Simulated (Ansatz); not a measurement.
**ZrBrCl₃: how energies converge with the basis set**

The task here is to estimate one member of a computed series from the others.

Computed with Ansatz 0.2.0, Gaussian basis. Level: one geometry, several basis sets.

The runs, in order: PBE0-D4/def2-SVP; ωB97M-V/def2-SVP; PBE0-D4/def2-QZVPP; ωB97M-V/def2-QZVPP; the functionals' def2-TZVPP values are taken from earlier runs.

## The relaxed structure

An earlier PBE0-D4 in a triple-zeta def2 set relaxation fixed the geometry. Zr takes the def2 core potential; no spin-orbit term is included.

5 atoms, charge 0, spin multiplicity 1.

Atoms are counted from 1 here; the program's logs count them from 0.

Bond lengths: Cl1–Zr2 2.314 Å, Zr2–Cl3 2.314 Å, Zr2–Cl4 2.314 Å, Zr2–Br5 2.472 Å. Angles: Cl1–Zr2–Cl3 109.4°, Cl1–Zr2–Cl4 109.4°, Cl1–Zr2–Br5 109.5°, Cl3–Zr2–Cl4 109.4°, Cl3–Zr2–Br5 109.5°, Cl4–Zr2–Br5 109.5°.

Set-up of the first run:

in.yaml reads:

```yaml
crystal:
  periodic: [false, false, false]
  atoms:
    - {symbol: Cl, position_ang: [-0.802917, -0.139693, 2.165948]}
    - {symbol: Zr, position_ang: [0.006009, -0.043426, -0.000345]}
    - {symbol: Cl, position_ang: [2.026362, -1.166345, -0.117532]}
    - {symbol: Cl, position_ang: [-1.512847, -1.041170, -1.433552]}
    - {symbol: Br, position_ang: [0.333295, 2.317034, -0.656019]}
basis:
  gaussian: {orbitals: def2-SVP}
hamiltonian: {xc: pbe0, dispersion: d4}
output: {orbitals: {seedname: orbitals}}
```

Launch:

```sh
ansatz run in.yaml --threads 4 --pin off --events-out ev --progress --plain --max-ram 10444MiB
```

Steps of the session up to this table: PBE0-D4 in def2-SVP; ωB97M-V in def2-SVP; PBE0-D4 in def2-QZVPP; ωB97M-V in def2-QZVPP.

One table of the session follows, with a row left open; its other results are not shown here.

It belongs to the step «Functionals by basis». 

```
functional       basis  HOMO (eV)  LUMO (eV)
   PBE0-D4    def2-SVP      -9.23      -2.68
   PBE0-D4  def2-TZVPP      -9.23      -2.70
   PBE0-D4  def2-QZVPP      -9.23      -2.70
   ωB97M-V    def2-SVP          ?          ?
   ωB97M-V  def2-TZVPP     -11.39      -0.63
   ωB97M-V  def2-QZVPP     -11.40      -0.65
```

Estimate the missing values for ωB97M-V, def2-SVP.

The run gave: HOMO (eV): -11.35; LUMO (eV): -0.56. In the column «HOMO (eV)» it lies between ωB97M-V, def2-TZVPP (-11.39) and PBE0-D4, def2-SVP (-9.23).
